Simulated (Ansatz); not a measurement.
# One shape, several levels: GaHSF2 (SMILES [F][Ga]([F])[SH])

Aim: a comparison of 5 runs (HF/3-21G, HF/def2-SVP, B3LYP/STO-3G, PBE0/pcseg-2, PBE/def2-TZVP) of GaHSF2. 

The results are computed with Ansatz 0.2.0.

1 further run of the same task is left out (set aside as unsound or not needed).

### 1 The molecule

GaHSF2 has 5 atoms, charge 0, and is taken as a singlet. SMILES: `[F][Ga]([F])[SH]`. Geometry: relaxed at PBE0-D4/def2-TZVP.

Bond lengths: F1–Ga2 1.736 Å, Ga2–F3 1.739 Å, Ga2–S4 2.163 Å, S4–H5 1.345 Å. Angles: F1–Ga2–F3 115.1°, F1–Ga2–S4 122.4°, F3–Ga2–S4 122.5°, Ga2–S4–H5 91.6°.

### 2 Energy and gradient at HF/3-21G (run 1)

input.yaml

```yaml
basis:
  gaussian: {orbitals: 3-21G-spherical.json}
crystal:
  periodic: [false, false, false]
  atoms:
    - {symbol: F, position_ang: [-0.326400, -1.486100, 1.658600]}
    - {symbol: Ga, position_ang: [0.142700, -0.389000, 0.397700]}
    - {symbol: F, position_ang: [1.855700, -0.271200, 0.121400]}
    - {symbol: S, position_ang: [-1.298500, 0.749200, -0.745600]}
    - {symbol: H, position_ang: [-0.323600, 1.323500, -1.473600]}
hamiltonian: {xc: hf}
accuracy: high
output: {forces: true, orbitals: {seedname: orbitals}}
```

The basis set 3-21G is read from a file made from the Basis Set Exchange's data (not shown).

On the command line:

```console
$ ansatz run input.yaml --threads 1 --pin off --max-ram 2610MiB --events-out events.jsonl --progress --plain --runs-dir runs
```

What it wrote:

```text
Warning: RAYON_NUM_THREADS=1 ignored (pool sized by the plan → 1); use --threads N
Functional definition: HF
  name "HF"
  exchange = exact_x
  correlation = 0
1022 factors; integrals over basis functions are off by at most 5.3e-9 eV
mean field evaluation 1: about -68241.3350 eV, gradient 4.0e1 eV
mean field evaluation 2: about -68241.4814 eV, gradient 4.0e1 eV
mean field evaluation 4: about -68244.5334 eV, gradient 1.8e0 eV
mean field evaluation 8: about -68244.5699 eV, gradient 1.9e-1 eV
mean field evaluation 16: about -68244.5701 eV, gradient 1.2e-7 eV
mean field -68244.57011072 eV, -2507.9416937380 hartree, gradient 2.8e-8 eV, S^2 0.000000; 0 other end points of the search recorded, 0 dependent functions left out
the calculation of the forces begins
reference -68244.57011072 eV, -2507.9416937380 hartree; 33, 33 occupied and 22, 22 virtual orbitals, 1022 factors
Total energy: -68244.57011072 eV, -2507.9416937380 hartree
Atom 0 at    -0.326400    -1.486100     1.658600 Å, force     0.554259     1.060892    -1.227878 eV/Å
Atom 1 at     0.142700    -0.389000     0.397700 Å, force     1.960158    -1.904427     1.955942 eV/Å
Atom 2 at     1.855700    -0.271200     0.121400 Å, force    -1.723085    -0.132519     0.292192 eV/Å
Atom 3 at    -1.298500     0.749200    -0.745600 Å, force    -0.674076     0.614718    -0.628557 eV/Å
Atom 4 at    -0.323600     1.323500    -1.473600 Å, force    -0.117257     0.361336    -0.391698 eV/Å
Dipole moment:     0.050619     0.230888    -0.263006 e Å
```

It took 0.84 s on 1 thread of Intel Xeon 6975P-C (Granite Rapids), shared host; peak memory 0.14 GiB.

### 3 Energy and gradient at HF/def2-SVP (run 2)

run.yaml

```yaml
crystal:
  periodic: [false, false, false]
  atoms:
    - {symbol: F, position_ang: [-0.326400, -1.486100, 1.658600]}
    - {symbol: Ga, position_ang: [0.142700, -0.389000, 0.397700]}
    - {symbol: F, position_ang: [1.855700, -0.271200, 0.121400]}
    - {symbol: S, position_ang: [-1.298500, 0.749200, -0.745600]}
    - {symbol: H, position_ang: [-0.323600, 1.323500, -1.473600]}
basis:
  gaussian:
    orbitals: def2-SVP
hamiltonian:
  xc: hf
accuracy: high
output:
  forces: true
  orbitals: {seedname: orbitals}
```

On the command line:

```console
$ ansatz run run.yaml --threads 1 --pin off --max-ram 2610MiB --events-out events.jsonl --progress --plain --runs-dir runs
```

What it wrote:

```text
Warning: RAYON_NUM_THREADS=1 ignored (pool sized by the plan → 1); use --threads N
[... 4 set-up lines as earlier in the session ...]
1611 factors; integrals over basis functions are off by at most 4.1e-9 eV
mean field evaluation 1: about -68564.9117 eV, gradient 4.0e1 eV
mean field evaluation 2: about -68564.9653 eV, gradient 4.0e1 eV
mean field evaluation 4: about -68568.0600 eV, gradient 2.3e0 eV
mean field evaluation 8: about -68568.0930 eV, gradient 2.9e-1 eV
mean field evaluation 16: about -68568.0934 eV, gradient 2.8e-8 eV
mean field -68568.09342084 eV, -2519.8309560930 hartree, gradient 2.8e-8 eV, S^2 0.000000; 0 other end points of the search recorded, 0 dependent functions left out
the calculation of the forces begins
reference -68568.09342084 eV, -2519.8309560930 hartree; 33, 33 occupied and 50, 50 virtual orbitals, 1611 factors
Total energy: -68568.09342084 eV, -2519.8309560930 hartree
Atom 0 at    -0.326400    -1.486100     1.658600 Å, force     0.098965     0.200890    -0.231964 eV/Å
Atom 1 at     0.142700    -0.389000     0.397700 Å, force     0.352782    -0.389027     0.405314 eV/Å
Atom 2 at     1.855700    -0.271200     0.121400 Å, force    -0.361763    -0.005827     0.035762 eV/Å
Atom 3 at    -1.298500     0.749200    -0.745600 Å, force     0.156155     0.205459    -0.245383 eV/Å
Atom 4 at    -0.323600     1.323500    -1.473600 Å, force    -0.246138    -0.011495     0.036272 eV/Å
Dipole moment:    -0.146106     0.319649    -0.344674 e Å
```

Wall time 2.2 s (1 thread of Intel Xeon 6975P-C (Granite Rapids), shared host); peak memory 0.25 GiB.

Runs 3 to 4 aren't shown in full; the table further down has their settings and results.

### 4 Energy and forces at PBE/def2-TZVP (run 5)

molecule.yaml

```yaml
crystal:
  periodic: [false, false, false]
  atoms:
    - {symbol: F, position_ang: [-0.326400, -1.486100, 1.658600]}
    - {symbol: Ga, position_ang: [0.142700, -0.389000, 0.397700]}
    - {symbol: F, position_ang: [1.855700, -0.271200, 0.121400]}
    - {symbol: S, position_ang: [-1.298500, 0.749200, -0.745600]}
    - {symbol: H, position_ang: [-0.323600, 1.323500, -1.473600]}
basis:
  gaussian: {orbitals: def2-TZVP}
hamiltonian: {xc: {name: PBE}}
accuracy: high
output: {forces: true, orbitals: {seedname: orbitals}}
```

On the command line:

```console
$ ansatz run molecule.yaml --threads 1 --pin off --max-ram 2610MiB --events-out events.jsonl --progress --plain --runs-dir runs
```

What it wrote:

```text
Warning: RAYON_NUM_THREADS=1 ignored (pool sized by the plan → 1); use --threads N
Functional definition: PBE
  name "PBE"
  parameter kappa = 0.804
  parameter beta = 0.06672455060314922
  exchange = pbe_x(kappa = kappa, mu = beta*pi^2/3)
  correlation = pbe_c(beta = beta)
2453 factors; integrals over basis functions are off by at most 2.5e-8 eV
mean field evaluation 1: about -68645.6268 eV, gradient 6.8e1 eV
mean field evaluation 2: about -68604.9045 eV, gradient 1.8e2 eV
mean field evaluation 4: about -68651.7376 eV, gradient 1.1e1 eV
mean field evaluation 8: about -68651.9397 eV, gradient 5.6e-1 eV
mean field evaluation 16: about -68651.9402 eV, gradient 5.0e-5 eV
mean field -68651.94022802 eV, -2522.9122694232 hartree, gradient 4.2e-8 eV, S^2 0.000000; 0 other end points of the search recorded, 0 dependent functions left out
the calculation of the forces begins
reference -68651.94023144 eV, -2522.9122695492 hartree; 33, 33 occupied and 120, 120 virtual orbitals, 2453 factors
Total energy: -68651.94023144 eV, -2522.9122695492 hartree
Atom 0 at    -0.326400    -1.486100     1.658600 Å, force    -0.171675    -0.388782     0.447521 eV/Å
Atom 1 at     0.142700    -0.389000     0.397700 Å, force    -0.239539     0.200959    -0.202282 eV/Å
Atom 2 at     1.855700    -0.271200     0.121400 Å, force     0.616174     0.039622    -0.097463 eV/Å
Atom 3 at    -1.298500     0.749200    -0.745600 Å, force    -0.410307     0.036484    -0.006258 eV/Å
Atom 4 at    -0.323600     1.323500    -1.473600 Å, force     0.205347     0.111716    -0.141518 eV/Å
Dipole moment:    -0.165813     0.289285    -0.308804 e Å
```

Wall time 9 s (1 thread of Intel Xeon 6975P-C (Granite Rapids), shared host); peak memory 0.46 GiB.

### 5 The series

| run | level | energy (Eh) | dipole moment (D) | HOMO energy (eV) | LUMO energy (eV) | wall time |
| --- | --- | --- | --- | --- | --- | --- |
| 1 | HF/3-21G | -2507.941694 | 1.70 | -11.61 | 1.63 | 0.84 s |
| 2 | HF/def2-SVP | -2519.830956 | 2.36 | -11.42 | 1.84 | 2.2 s |
| 3 | B3LYP/STO-3G | -2493.417782 | 0.90 | -1.66 | 1.79 | 1.9 s |
| 4 | PBE0/pcseg-2 | -2523.020716 | 2.31 | -8.66 | -1.71 | 14 s |
| 5 | PBE/def2-TZVP | -2522.912270 | 2.18 | -7.34 | -2.62 | 9 s |

### 6 Outcome

| quantity | value |
| --- | --- |
| run 5: total energy | -2522.91227 Eh |
| run 5: dipole moment | 2.18 D |
| run 5: HOMO energy | -7.34 eV |
| run 5: LUMO energy | -2.62 eV |
| run 5: HOMO–LUMO gap | 4.72 eV |
| run 5: largest force on an atom | 0.625 eV/Å |

What this shows: The dipole moment (its size) runs from 0.90 D (B3LYP/STO-3G) to 2.36 D (HF/def2-SVP). The two ends differ in method and basis. The HOMO–LUMO gap runs from 3.45 eV (B3LYP/STO-3G) to 13.27 eV (HF/def2-SVP). Totals of different functionals can't be ranked against each other. In run 3 the basis is minimal, so the values are rough. All runs together took 28 s, the longest 14 s.
